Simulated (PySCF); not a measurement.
# Cl₃H₃NZn−, an ion with solvent molecules: electronic excitations

Aim: the electronic excitations of `[Cl][Zn-]([Cl])[Cl]` with `N`.

Programs: PySCF 2.14.0. All values are calculated, for the isolated system unless a continuum is named. Atoms count from 0, parts from 1.

## 1. The system as given

8 atoms, charge -1, multiplicity 1; geometry: GFN2-xTB, MD frame. Parts: 1 = atoms 0–3, `[Cl][Zn-]([Cl])[Cl]`, charge -1; 2 = atoms 4–7, `N`, charge 0.

## 2. TDDFT and polarisability: 500 fs

What the job is given:

```
{"job": {"kind": "uv", "xc": "CAM-B3LYP", "basis": "def2-SVP", "nstates": 4, "ntriplets": 0}, "charge": -1, "multiplicity": 1, "parts": [{"atoms": "0-3", "charge": -1, "multiplicity": 1}, {"atoms": "4-7", "charge": 0, "multiplicity": 1}]}
Cl    -1.740373    -1.899104    -0.034635
Zn    -1.164769     0.081225    -0.464796
Cl    -2.150943     1.366404     0.941422
Cl     0.160408     0.368845    -2.273177
N      1.874061    -1.268794     0.833651
H      1.222781    -1.969450     0.386165
H      1.388140    -0.915940     1.634827
H      1.976096    -0.516906     0.167689
```

With the program's defaults for keys left out, this is: TDDFT CAM-B3LYP/def2-SVP, vertical, gas phase, core orbitals frozen in the response.

Launch:

```
$ OMP_NUM_THREADS=1 python cluster_run.py task.json out
```

The driver reads the jobs from task.json and runs them one after another.

**Question.** The jobs that follow are: TDDFT CAM-B3LYP/def2-SVP, vertical, gas phase, core orbitals frozen in the response; TDDFT CAM-B3LYP/def2-SVP, vertical, gas phase, core orbitals frozen in the response; TDDFT CAM-B3LYP/def2-SVP, vertical, gas phase, core orbitals frozen in the response; TDDFT CAM-B3LYP/def2-SVP, vertical, gas phase, core orbitals frozen in the response; TDDFT CAM-B3LYP/def2-SVP, vertical, gas phase, core orbitals frozen in the response. Predict: lowest singlet (CAM-B3LYP/def2-SVP, 500 fs).

As calculated:

| quantity | value |
| --- | --- |
| lowest singlet (CAM-B3LYP/def2-SVP, 500 fs) | 6.42 eV (193 nm), f = 0.047 |
| range of the lowest singlet | 5.54 to 6.42 eV |

In the first frame run (500 fs): The first singlet state (HOMO→LUMO 0.92) lies at 6.42 eV and is weak. The lowest singlet lies above −ε(HOMO); no detachment energy was computed, so the anion's states may not be bound. The lowest singlet runs from 5.54 eV (2000 fs) to 6.42 eV (500 fs), while the orbital gap spans 8.80 to 9.51 eV. The lowest state need not be the same one in every run. Tight-binding geometries are rough for metal atoms; that holds for every run here that uses one unrelaxed.
